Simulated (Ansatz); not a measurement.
## Sc2BC2, space group I4/mmm: a convergence test of the k-point mesh, step by step

Computed with Ansatz 0.2.0, Python API.

Run as a notebook:

**Cell 1**
```python
import warnings

import ansatz as az
from ase import Atoms
from tabulate import tabulate
```

**Cell 2**
```python
warnings.simplefilter("ignore", az.DeckWarning)
```

**Cell 3**
```python
atoms = Atoms(
    ["Sc", "Sc", "B", "C", "C"],
    scaled_positions=[
        (0.34759, 0.34759, 0.0),
        (0.65241, 0.65241, 0.0),
        (0.0, 0.0, 0.0),
        (0.13816, 0.13816, 0.0),
        (0.86184, 0.86184, 0.0),
    ],
    cell=[
        (-1.66295, 1.66295, 5.33705),
        (1.66295, -1.66295, 5.33705),
        (1.66295, 1.66295, -5.33705),
    ],
    pbc=True,
)
xtal = az.Crystal.from_ase(atoms)
```

**Cell 4**
```python
xtal.resolved().tree()["lattice"]
```
Output:
```text
((-1.66295, 1.66295, 5.33705), (1.66295, -1.66295, 5.33705), (1.66295, 1.66295, -5.33705))
```

**Cell 5**
```python
setup = xtal.calculation().functional(az.Functional.PBESOL).basis(470).occupations("Fermi-Dirac", width=0.05)
```

**Cell 6**
```python
rows = []
for value in [0.8, 0.6, 0.5, 0.4, 0.33]:
    rep = setup.kpoints(spacing=value).run().report
    rows.append((value, rep["free_energy_ev"] / len(rep["lattice"]["sites"]), rep["n_iterations"], rep["n_kpoints"]))
```

**Cell 7**
```python
print(tabulate(rows, headers=["spacing (1/A)", "F/atom (eV)", "iterations", "k-points"], floatfmt=".4f", tablefmt="simple"))
```
Output:
```text
  spacing (1/A)    F/atom (eV)    iterations    k-points
---------------  -------------  ------------  ----------
         0.8000      -974.3677             7          13
         0.6000      -974.3685             7          18
         0.5000      -974.3713             7          30
         0.4000      -974.3731             7          40
         0.3300      -974.3724             7          75
```

**Cell 8**
```python
for row in rows[:-1]:
    shift = 1000 * (row[1] - rows[-1][1])
    print(f"{row[0]}: {shift:+.2f} meV/atom" + ("  (within 5 meV)" if abs(shift) < 5 else ""))
```
Output:
```text
0.8: +4.73 meV/atom  (within 5 meV)
0.6: +3.91 meV/atom  (within 5 meV)
0.5: +1.08 meV/atom  (within 5 meV)
0.4: -0.71 meV/atom  (within 5 meV)
```

From a spacing of 0.8 (4×4×4) on it stays within 5 meV an atom of the value at a spacing of 0.33 (9×9×9); the first row (a spacing of 0.8 (4×4×4)) is off by 4.7 meV and the last but one by 0.71 meV. This holds for F at a smearing of 0.05 eV; a narrower one needs a denser mesh. It goes up and down, since the sum over k-points isn't variational.

Caveats:
- The starting cell is as deposited in a crystallographic database; the results hold for this polymorph, which needn't be the stable one.
- Shifts are counted from the finest mesh, which is itself no proven limit.
- Run time: 15 s on 1 thread of Arm Neoverse V1 (shared host), peak memory 0.45 GiB.
